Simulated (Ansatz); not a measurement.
Run this with the Ansatz DFT code, driven from Python and show what comes out.

`bclh2te.py`:
```python
"""Relaxed scan of one distance in BClH2Te."""

import ansatz as az
import numpy as np

BASIS = "def2-SVP"
FUNCTIONAL = "hf"


def main() -> None:
    geometry_ang = [
        ("Cl", [-1.1557, -1.2494, 1.3103]),
        ("B", [-0.5249, -0.4181, -0.2211]),
        ("Te", [1.5949, 0.0978, -0.3428]),
        ("H", [-1.161, -0.151, -1.13]),
        ("H", [1.2965, 1.6471, 0.3422]),
    ]
    mol = az.Crystal.molecule()
    for symbol, xyz in geometry_ang:
        mol = mol.atom(symbol, xyz)

    calculation = (
        mol.calculation()
        .basis(gaussian=BASIS)
        .functional(FUNCTIONAL)
    )
    symbols = [site.symbol for site in mol.cartesian_sites]
    pairs = [(0, 1), (1, 2), (1, 3), (2, 4)]
    print("held (A)   E (eV)        ", "  ".join(f"{symbols[i]}{i}-{symbols[j]}{j}" for i, j in pairs))
    for length in [1.7, 1.85, 2.0, 2.22, 2.5]:
        rep = calculation.relax(constraints=[az.DistanceConstraint((0, 1), at=length)], force_tolerance=0.02, max_steps=60).run(threads=1, backend="cpu").report
        xyz = np.array(rep["positions_ang"])
        print(f"{length:6.2f} {rep['free_energy_ev']:14.5f}  ", "  ".join(f"{np.linalg.norm(xyz[i] - xyz[j]):.3f}" for i, j in pairs))


if __name__ == "__main__":
    main()
```

Running `python bclh2te.py` prints:
```text
held (A)   E (eV)         Cl0-B1  B1-Te2  B1-H3  Te2-H4
DeckWarning: relax.constraints: the input's atoms, or those drawn, lie off the distances that are held; a relaxation that starts there is brought onto them ahead of its first SCF, by positions alone, [...]
  1.70   -20468.85187   1.700  2.162  1.190  1.648
  1.85   -20468.29226   1.850  2.225  1.188  1.650
  2.00   -20468.40718   2.000  2.130  1.187  1.645
  2.22   -20467.63404   2.220  2.110  1.183  1.652
  2.50   -20466.60663   2.500  2.092  1.180  1.655
```
(Warnings from the package without file and line, shortened, repeats left out.)

What to keep in mind:
- Total energies depend on the basis set; only differences at equal settings carry meaning.
- The energies are electronic: no zero-point or thermal terms, and the basis set is short of its limit.
- def2 sets replace the cores of elements past krypton by effective core potentials.
- It ran for 91 s on 1 thread of Arm Neoverse V1 (shared host), peak memory 0.2 GiB.
